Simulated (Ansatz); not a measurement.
**Mg3Te under changes of volume**

One of the cells (24.177 Å³/atom); the others are scaled copies at fixed shape and fractional positions:

```
Te Mg
1.0
    -2.13936    2.13936    5.28249
     2.13936   -2.13936    5.28249
     2.13936    2.13936   -5.28249
Te Mg
1 3
Direct
  0.00000 0.00000 0.00000
  0.25000 0.75000 0.50000
  0.75000 0.25000 0.50000
  0.50000 0.50000 0.00000
```

The cell comes from a database or a generator and needn't be the stable form of this composition.

```yaml
Program: Ansatz 0.2.0
Functional: PBEsol
Potentials_or_basis: all-electron LAPW, scalar-relativistic
Cutoff: 160 eV (chosen from the basis error)
Basis_error_allowed: 0.001 eV/atom
k_mesh: 9 × 9 × 9
Occupations: fermi-dirac, width 0.05 eV
Spin: no spin polarisation
```

```tsv
volume (Å³/atom)	energy over the lowest point (meV/atom)	pressure (GPa)
22.727	3.14	1.5
23.210	0.25	0.5
23.694	0.00	-0.3
24.177	2.14	-1.1
24.661	6.43	-1.7
25.144	12.64	-2.3
25.628	?	?
```

Task: What does the run at 25.628 Å³/atom give?

Result: Energy over the lowest point 20.59 meV/atom; pressure -2.9 GPa.

Worked out: A Birch-Murnaghan fit of order 3 (a polynomial in V^(-2/3)) to the other rows has its minimum at 23.50 Å³/atom with B0 = V·E''(V) = 40 GPa and B' = 4.1 at fixed shape and positions, which overstates the stiffness. It gives 20.61 meV/atom at 25.628 Å³/atom, against the run's 20.59, and -dE/dV = -2.9 GPa, against -2.9.

Energies are extrapolated to zero smearing.
